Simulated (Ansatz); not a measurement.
# BeB (P1) in Ansatz: convergence with k mesh

Aim: find how far k mesh must go before the results for BeB settle, at PBE. This setting moves, with any that are tied to it; all else stays.

Program: Ansatz 0.2.0. These are calculated values, not measurements. Logs are shortened: lines on timing, memory, paths and dates and some standing lists are left out, and cuts for length are marked.

## Step 1: The cell of the first run

The typed cell holds 2 atoms: a = 2.781 Å, b = 2.781 Å, c = 2.781 Å, α = 60.00°, β = 60.00°, γ = 60.00°.

The cell was built by a generator and needn't be a form met in nature.

The cell isn't the ideal one: atoms moved at random, drawn with an rms of 0.05 Å.

## Step 2: With k mesh 4 × 4 × 4

input.yaml

```yaml
crystal:
  lattice:
    - [0.0, 1.96663667, 1.96663667]
    - [1.96663667, 0.0, 1.96663667]
    - [1.96663667, 1.96663667, 0.0]
  atoms:
    - { symbol: Be, position: [0.019534, -0.004391, -0.009599] }
    - { symbol: B, position: [0.276716, 0.2499, 0.221171] }
hamiltonian:
  xc: pbe
  pseudopotentials: { kind: paw, source: jth }
kpoints:
  mp_grid: { grid: [4, 4, 4] }
scf:
  occupations: { method: fermi_dirac, width: 0.1 }
output:
  forces: true
  stress: true
  eigenvalues: true
```

Potentials or basis: JTH PAW.

On the command line:

```bash
> ansatz run input.yaml --threads 2 --pin off --max-ram 5632MiB --backend cpu --events-out ev --progress --plain --runs-dir out
```

Wall time 0.99 s (2 threads of Arm Neoverse V2, shared host); peak memory 0.3 GiB.

Results:

```yaml
Free_energy: -553.6173 eV
Pressure: 63.5 GPa
Largest_force: 0.500 eV/Å
Band_gap_on_the_k_mesh: none (metal or under the smearing width)
```

## Step 3: With k mesh 6 × 6 × 6

input.yaml, as its differences from that of step 2:

```diff
@@ -12,3 +12,3 @@
 kpoints:
-  mp_grid: { grid: [4, 4, 4] }
+  mp_grid: { grid: [6, 6, 6] }
 scf:
```

Potentials or basis: JTH PAW.

On the command line:

```bash
> ansatz run input.yaml --threads 2 --pin off --max-ram 5632MiB --backend cpu --events-out ev --progress --plain --runs-dir out
```

Wall time 2.5 s (2 threads of Arm Neoverse V2, shared host); peak memory 0.36 GiB.

Results:

```yaml
Free_energy: -553.7096 eV
Pressure: 61.7 GPa
Largest_force: 0.616 eV/Å
Band_gap_on_the_k_mesh: none (metal or under the smearing width)
```

## Step 4: With k mesh 7 × 7 × 7

input.yaml, as its differences from that of step 3:

```diff
@@ -12,3 +12,3 @@
 kpoints:
-  mp_grid: { grid: [6, 6, 6] }
+  mp_grid: { grid: [7, 7, 7] }
 scf:
```

On the command line:

```bash
> ansatz run input.yaml --threads 2 --pin off --max-ram 5632MiB --backend cpu --events-out ev --progress --plain --runs-dir out
```

Wall time 3.8 s (2 threads of Arm Neoverse V2, shared host); peak memory 0.42 GiB.

What came out:

```
Free energy            : -553.6809 eV
Pressure               : 62.2 GPa
Largest force          : 0.587 eV/Å
Band gap on the k mesh : none (metal or under the smearing width)
```

## Step 5: With k mesh 8 × 8 × 8

input.yaml, as its differences from that of step 4:

```diff
@@ -12,3 +12,3 @@
 kpoints:
-  mp_grid: { grid: [7, 7, 7] }
+  mp_grid: { grid: [8, 8, 8] }
 scf:
```

On the command line:

```bash
> ansatz run input.yaml --threads 2 --pin off --max-ram 5632MiB --backend cpu --events-out ev --progress --plain --runs-dir out
```

Run time: 5.7 s. Hardware: 2 threads of Arm Neoverse V2, shared host; peak memory 0.47 GiB.

Results:

```
Free energy            : -553.6664 eV
Pressure               : 62.0 GPa
Largest force          : 0.601 eV/Å
Band gap on the k mesh : none (metal or under the smearing width)
```

## Step 6: With k mesh 10 × 10 × 10

input.yaml, as its differences from that of step 5:

```diff
@@ -12,3 +12,3 @@
 kpoints:
-  mp_grid: { grid: [8, 8, 8] }
+  mp_grid: { grid: [10, 10, 10] }
 scf:
```

Potentials or basis: JTH PAW.

On the command line:

```bash
> ansatz run input.yaml --threads 2 --pin off --max-ram 5632MiB --backend cpu --events-out ev --progress --plain --runs-dir out
```

Wall time 10 s (2 threads of Arm Neoverse V2, shared host); peak memory 0.63 GiB.

Results (log left out):

```
Free energy            : -553.6897 eV
Pressure               : 62.0 GPa
Largest force          : 0.601 eV/Å
Band gap on the k mesh : none (metal or under the smearing width)
```

## Step 7: With k mesh 13 × 13 × 13

input.yaml, as its differences from that of step 6:

```diff
@@ -12,3 +12,3 @@
 kpoints:
-  mp_grid: { grid: [10, 10, 10] }
+  mp_grid: { grid: [13, 13, 13] }
 scf:
```

On the command line:

```bash
> ansatz run input.yaml --threads 2 --pin off --max-ram 5632MiB --backend cpu --events-out ev --progress --plain --runs-dir out
```

It took 23 s on 2 threads of Arm Neoverse V2, shared host; peak memory 1 GiB.

The run converged. Its results:

```yaml
Free_energy: -553.6841 eV
Pressure: 61.9 GPa
Largest_force: 0.604 eV/Å
Band_gap_on_the_k_mesh: none (metal or under the smearing width)
```

## Step 8: With k mesh 16 × 16 × 16

input.yaml, as its differences from that of step 7:

```diff
@@ -12,3 +12,3 @@
 kpoints:
-  mp_grid: { grid: [13, 13, 13] }
+  mp_grid: { grid: [16, 16, 16] }
 scf:
```

On the command line:

```bash
> ansatz run input.yaml --threads 2 --pin off --max-ram 5632MiB --backend cpu --events-out ev --progress --plain --runs-dir out
```

Wall time 43 s (2 threads of Arm Neoverse V2, shared host); peak memory 1.7 GiB.

It converged, with:

- Free energy: -553.6810 eV
- Pressure: 62.0 GPa
- Largest force: 0.604 eV/Å
- Band gap on the k mesh: none (metal or under the smearing width)

## Step 9: With k mesh 19 × 19 × 19

input.yaml, as its differences from that of step 8:

```diff
@@ -12,3 +12,3 @@
 kpoints:
-  mp_grid: { grid: [16, 16, 16] }
+  mp_grid: { grid: [19, 19, 19] }
 scf:
```

Potentials or basis: JTH PAW.

On the command line:

```bash
> ansatz run input.yaml --threads 2 --pin off --max-ram 5632MiB --backend cpu --events-out ev --progress --plain --runs-dir out
```

Output:

```text
Warning: the checks of this Be dataset prove no rule for summing its radial tables, as where they were carried onto another mesh than they were made on, and Gregory's rule is taken, under which a leading mesh point left out moves its sums only by what lay on the interval it spanned. That does not make them correct, and they differ from Quantum ESPRESSO's on this file; a re-export a fraction of a mesh step off can move them. hamiltonian.pseudopotentials.radial_quadrature: simpson_from_first_knot sums it by `pw.x`'s rule; on a PAW file no value gives `pw.x`'s numbers. What more to know: hamiltonian.pseudopotentials.radial_quadrature, in the input reference
Warning: the checks of this B dataset prove no rule for summing its radial tables, as where they were carried onto another mesh than they were made on, and Gregory's rule is taken, under which a leading mesh point left out moves its sums only by what lay on the interval it spanned. That does not make them correct, and they differ from Quantum ESPRESSO's on this file; a re-export a fraction of a mesh step off can move them. hamiltonian.pseudopotentials.radial_quadrature: simpson_from_first_knot sums it by `pw.x`'s rule; on a PAW file no value gives `pw.x`'s numbers. What more to know: hamiltonian.pseudopotentials.radial_quadrature, in the input reference
Warning: RAYON_NUM_THREADS=2 ignored (pool sized by the plan → 2); use --threads N
Engine: ansatz 0.2.0, aarch64-unknown-linux-gnu
Pseudopotentials: kind: paw
Pseudopotential: Be, paw, valence charge 4, recommended cutoff 1080 eV (normal), Be.paw.azcp
Pseudopotential: B, paw, valence charge 3, recommended cutoff 630 eV (normal), B.paw.azcp
Functional definition: PBE
  parameter kappa = 0.804
  parameter beta = 0.06672455060314922
  exchange = pbe_x(kappa = kappa, mu = beta*pi^2/3)
  correlation = pbe_c(beta = beta)
Crystal: 2 atoms, lattice volume = 15.213 Å³
Basis set: ecut = 1080 eV, 1243 PW (Γ), exchange–correlation on 80×80×80 points (8 copies of the dense FFT grid, shifted against one another)
Bands: 8, of which v1, the nominal top of the filled ones, is band 4 counted from 1 (3 counted from 0)
Symmetry: 1 space group operations
Space group: P1 (ITA 1), of the structure as read, at distance tolerance 2.5e-5 Å
k-points: 3430 of 6859 (time reversal used)
Non-local potential: Be, projectors of the file, l = 0: 2, l = 1: 2
Non-local potential: B, projectors of the file, l = 0: 2, l = 1: 2
PAW form: soft (Blöchl's): semilocal exchange-correlation on the pseudo side does not see the compensation charge
PAW one-centre angular grid: Be, 110 points (default); XC on 64 Gauss nodes
PAW one-centre angular grid: B, 110 points (default); XC on 64 Gauss nodes
Initial density: superposition of atomic densities (chi_scale 0.1, normalization cell, long waves kept (reshape's long-wave potential 0.00 eV rms))
Initial wavefunctions: pseudopotential atomic-orbital guess
Functional: x = pbe(κ = 0.804, μ = 0.2195149727645171), c = pbe(β = 0.06672455060314922)
SCF iter   1: F=—  HF=-553.842805 eV  |F-HF|=—  |Δ(HF+E_count)|=         —  Δρ=5.08e-2  dr2=4.22e-1  ethr=3.10e-3  ⟨swp⟩=4.6  Hψ=212208  notcnv=0
preconditioner: auto → none  [metal: Δε(μ)=0.003 eV  Ē_g=14.186 eV  σ=0.100 eV  W_gap=0.01  n_scr=0 (ndim 8)  ℏωp=21.3 eV  f_vac=0.000  D(μ)=0.93/eV (n_scr^D=14)]
SCF iter   2: F=—  HF=-553.694809 eV  |F-HF|=—  |Δ(HF+E_count)|=   1.48e-1  Δρ=1.91e-2  dr2=5.82e-2  ethr=3.10e-3  ⟨swp⟩=2.0  Hψ=68478  notcnv=0  defer=291
SCF iter   3: F=—  HF=-553.679939 eV  |F-HF|=—  |Δ(HF+E_count)|=   1.49e-2  Δρ=1.42e-3  dr2=1.93e-4  ethr=8.31e-4  ⟨swp⟩=3.0  Hψ=49607  notcnv=0  defer=291
SCF iter   4: F=—  HF=-553.680188 eV  |F-HF|=—  |Δ(HF+E_count)|=   2.49e-4  Δρ=2.39e-4  dr2=3.86e-6  ethr=2.76e-6  ⟨swp⟩=2.0  Hψ=36505  notcnv=0  defer=291
SCF iter   5: F=—  HF=-553.680190 eV  |F-HF|=—  |Δ(HF+E_count)|=   2.07e-6  Δρ=1.10e-5  dr2=1.31e-8  ethr=1.43e-9  ⟨swp⟩=6.8  Hψ=157970  notcnv=0
SCF iter   6: F=-553.680190 eV  HF=-553.680190 eV  |F-HF|=4.98e-11  |Δ(HF+E_count)|=  2.31e-10  Δρ=1.45e-6  dr2=2.63e-10  ethr=1.87e-10  ⟨swp⟩=1.7  Hψ=85417  notcnv=0
SCF 1 converged in 6 iterations: F = -553.680190 eV  dr2 = 2.63e-10
SCF converged after 6 iterations
Free energy (F): -553.680190 eV
Harris-Foulkes:  -553.680190 eV  (|F-HF|=4.98e-11)
Internal energy: -553.650247 eV  (E = F + TS)
E sigma→0 (E₀):  -553.665219 eV
Entropy (-TS):   -0.029942 eV (-14.971 meV/atom)
Fermi energy:    7.846680 eV
--- Per-component energies (eV) ---
  E_band       = -163.543206
  E_kinetic    = 103.943150
  E_local      = -149.775056  (includes V_loc(G=0)·N_el)
  E_nonlocal   = -169.607372
  E_hartree    = 42.922456
  E_xc         = -54.759974
  E_vxc        = -69.562263  (∫ρ·V_xc dr)
  E_paw        = -81.371913  (= ΣΔE_a)
  E_vpaw       = 35.613268  (= ΣTr[D̂ρ^β])
  E_aug_tail   = 0.000142  (compensation charges beyond the density's cutoff)
  E_ewald      = -245.001681
  E_smearing   = -0.029942  (= −TS)
  E_closure    = 0.000000  (closes the sum)
  Σ components = -553.680190   (vs F -553.680190, Δ=0.00e0)
--- Forces (eV/Å), atoms counted from 1 ---
  atom   1  Be    -0.41396197    -0.31747170     0.29765498
  atom   2  B      0.41397006     0.31747765    -0.29766042
  max |Σ_I F_I| component: 8.09e-6 eV/Å
--- Stress (GPa, compression-positive) ---
       61.870731      -5.632943       5.935788
       -5.632943      62.030830       7.445858
        5.935788       7.445858      62.058591
  P = ⅓ Tr σ = 61.9867 GPa (619.867 kbar)
--- Band table (eV; the first three rows and the last of 3430) ---
  k-point 0: bands = ["-90.2200", "-4.1213", "12.8384", "12.8989", "13.3707", "18.4361", "18.7415", "18.7865"]
  k-point 1: bands = ["-90.2199", "-4.0613", "12.7414", "12.7986", "12.8975", "18.8018", "18.8842", "18.9268"]
  k-point 2: bands = ["-90.2198", "-3.8814", "11.7649", "12.4862", "12.5450", "19.2376", "19.2887", "19.6218"]
  k-point 3429: bands = ["-90.2185", "0.4932", "2.1920", "10.4049", "10.9181", "19.5998", "20.1494", "23.7145"]
```

It took 72 s on 2 threads of Arm Neoverse V2, shared host; peak memory 2.6 GiB.

What came out:

```yaml
Free_energy: -553.6802 eV
Pressure: 62.0 GPa
Largest_force: 0.601 eV/Å
Band_gap_on_the_k_mesh: none (metal or under the smearing width)
```

## Step 10: Summary

```
      k mesh  energy less the tightest run, at zero smearing (meV/atom)  pressure (GPa)  largest force (eV/Å)  SCF cycles  CPU time (s)  peak memory (GiB)
   4 × 4 × 4                                                      41.68           63.52                 0.500           6           1.8                0.3
   6 × 6 × 6                                                     -15.62           61.72                 0.616           6           4.9               0.36
   7 × 7 × 7                                                       0.81           62.16                 0.587           6           7.4               0.42
   8 × 8 × 8                                                       8.86           62.01                 0.601           6            11               0.47
10 × 10 × 10                                                      -6.06           61.97                 0.601           6            20               0.63
13 × 13 × 13                                                      -2.63           61.94                 0.604           6            45                  1
16 × 16 × 16                                                      -0.59           61.96                 0.604           6            85                1.7
19 × 19 × 19                                                       0.00           61.99                 0.601           6           140                2.6
```

Against the tightest run, the energy stays within 1 meV/atom from 16 × 16 × 16 on; the pressure stays within 0.1 GPa from 8 × 8 × 8 on; the largest force stays within 0.005 eV/Å from 8 × 8 × 8 on. Meshes of other sizes hit other points, so gaps and Fermi surfaces needn't settle smoothly. The tightest run that finished is the yardstick and may itself not be fully converged.
